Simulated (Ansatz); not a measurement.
# C7H7+: how energies converge with the basis set

One table from this session's results is given with a row withheld; the runs are named, their logs left out.

Program: Ansatz 0.2.0, Gaussian basis. Level of theory: one geometry, several basis sets. These are calculated values, not measurements.

Levels to be run: PBE0-D4/def2-SVP; ωB97M-V/def2-SVP; PBE0-D4/def2-QZVPP; ωB97M-V/def2-QZVPP; the functionals' def2-TZVPP values are taken from earlier runs.

## The geometry

The geometry comes from an earlier relaxation with PBE0-D4 in a triple-zeta def2 set; it is a stationary point, not always the lowest conformer.

14 atoms, charge 1, spin multiplicity 1.

Atoms are counted from 1 here; the program's logs count them from 0.

Bond lengths: C1–C2 1.362 Å, C1–H8 1.086 Å, C1–H9 1.086 Å, C2–C3 1.432 Å, C2–C7 1.432 Å, C3–C4 1.366 Å, C3–H10 1.084 Å, C4–C5 1.401 Å, C4–H11 1.083 Å, C5–C6 1.401 Å, C5–H12 1.085 Å, C6–C7 1.366 Å, C6–H13 1.083 Å, C7–H14 1.084 Å. Angles: C2–C1–H8 121.4°, C2–C1–H9 121.4°, H8–C1–H9 117.3°, C1–C2–C3 120.2°, C1–C2–C7 120.2°, C3–C2–C7 119.7°, C2–C3–C4 119.8°, C2–C3–H10 119.0°, C4–C3–H10 121.2°, C3–C4–C5 119.2°, C3–C4–H11 120.9°, C5–C4–H11 119.9°, C4–C5–C6 122.5°, C4–C5–H12 118.8°, C6–C5–H12 118.8°, C5–C6–C7 119.2°, C5–C6–H13 119.9°, C7–C6–H13 120.9° and more.

As a file:

```xyz
14
charge 1, multiplicity 1
C     0.1378   -1.5759    1.6195
C     0.0546   -0.6282    0.6452
C     0.7347   -0.8156   -0.6014
C     0.6462    0.1410   -1.5728
C    -0.1129    1.2937   -1.3292
C    -0.7902    1.5073   -0.1210
C    -0.7131    0.5615    0.8619
H     0.7145   -2.4845    1.4759
H    -0.3695   -1.4534    2.5715
H     1.3127   -1.7201   -0.7546
H     1.1527    0.0186   -2.5216
H    -0.1787    2.0493   -2.1055
H    -1.3649    2.4134    0.0229
H    -1.2240    0.6928    1.8092
```

The first run:

Input file in.yaml:

```yaml
crystal:
  periodic: [false, false, false]
  atoms:
    - {symbol: C, position_ang: [0.137829, -1.575855, 1.619455]}
    - {symbol: C, position_ang: [0.054571, -0.628155, 0.645170]}
    - {symbol: C, position_ang: [0.734679, -0.815648, -0.601394]}
    - {symbol: C, position_ang: [0.646171, 0.141005, -1.572791]}
    - {symbol: C, position_ang: [-0.112890, 1.293659, -1.329200]}
    - {symbol: C, position_ang: [-0.790195, 1.507327, -0.121008]}
    - {symbol: C, position_ang: [-0.713138, 0.561500, 0.861896]}
    - {symbol: H, position_ang: [0.714549, -2.484459, 1.475936]}
    - {symbol: H, position_ang: [-0.369465, -1.453369, 2.571514]}
    - {symbol: H, position_ang: [1.312739, -1.720106, -0.754613]}
    - {symbol: H, position_ang: [1.152704, 0.018613, -2.521623]}
    - {symbol: H, position_ang: [-0.178681, 2.049336, -2.105486]}
    - {symbol: H, position_ang: [-1.364855, 2.413357, 0.022908]}
    - {symbol: H, position_ang: [-1.224020, 0.692804, 1.809226]}
basis:
  gaussian: {orbitals: def2-SVP}
total_charge: 1
hamiltonian: {xc: pbe0, dispersion: d4}
output: {orbitals: {seedname: orbitals}}
```

Run with:

```bash
ansatz run in.yaml --threads 4 --pin off --events-out ev --progress --plain --max-ram 11315MiB
```

Steps of the session up to this table: PBE0-D4 in def2-SVP; ωB97M-V in def2-SVP; PBE0-D4 in def2-QZVPP; ωB97M-V in def2-QZVPP.

One table of the session follows, with a row left open; its other results are not shown here.

It belongs to the step «Density functionals: the series». 

```
functional       basis  HOMO (eV)  LUMO (eV)
   PBE0-D4    def2-SVP     -13.01      -8.95
   PBE0-D4  def2-TZVPP     -12.94      -8.88
   PBE0-D4  def2-QZVPP     -12.94      -8.88
   ωB97M-V    def2-SVP          ?          ?
   ωB97M-V  def2-TZVPP     -15.01      -6.88
   ωB97M-V  def2-QZVPP     -15.01      -6.87
```

Q: Estimate the row for ωB97M-V, def2-SVP from the others.

As computed: HOMO (eV): -15.08; LUMO (eV): -6.93. In the column «HOMO (eV)» it is the lowest.
